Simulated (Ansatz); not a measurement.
Crystal: CoNiO2.

```
Ni Co O
1.0
     3.01433    0.00000    0.00000
     0.00000    3.01433    0.00000
     0.00000    0.00000    4.22229
Ni Co O
1 1 2
Cartesian
  0.0000 0.0000 0.0000
  1.5072 1.5072 2.1111
  0.0000 0.0000 2.1111
  1.5072 1.5072 0.0000
```

The cell comes from a database or a generator and needn't be the stable form of this composition.

* Program: Ansatz 0.2.0
* Task: relaxation of cell and atoms
* Functional: PBEsol
* Potentials or basis: all-electron LAPW, scalar-relativistic
* Basis error allowed: 0.002 eV/atom
* k mesh: 9 × 9 × 6
* Occupations: fermi-dirac, width 0.05 eV
* Spin: collinear spin, ferromagnetic start
* Starting moments: [1.0, 2.0, 0.0, 0.0] μB

At the start: volume 9.59 Å³/atom.

**Question.** Where does the relaxation end?

**Answer.** Over 9 steps the energy falls by 33.1 meV/atom and the volume is 8.76 Å³/atom (-8.6 %); space group P4/mmm (No. 123, to 0.05 Å); moment 3.24 μB per cell.

The path:
| step | energy change (eV) | largest force (eV/Å) | volume (Å³) |
| --- | --- | --- | --- |
| 1 | 0.0000 | 0.0000 | 38.36 |
| 2 | -0.0776 | 0.0000 | 37.05 |
| 3 | -0.1303 | 0.0000 | 35.35 |
| 4 | -0.1317 | 0.0000 | 34.93 |
| 5 | -0.1320 | 0.0000 | 35.04 |
| 6 | -0.1321 | 0.0000 | 35.07 |
| 7 | -0.1322 | 0.0000 | 35.07 |
| 8 | -0.1322 | 0.0000 | 35.06 |
| 9 | -0.1322 | 0.0000 | 35.06 |

Final structure:
```yaml
crystal:
  lattice:
    - [2.90198, 0.00000, 0.00000]
    - [0.00000, 2.90198, 0.00000]
    - [0.00000, 0.00000, 4.16289]
  atoms:
    - { symbol: Ni, position: [0.00000, 0.00000, 0.00000] }
    - { symbol: Co, position: [0.50000, 0.50000, 0.50000] }
    - { symbol: O, position: [0.00000, 0.00000, 0.50000] }
    - { symbol: O, position: [0.50000, 0.50000, 0.00000] }
```
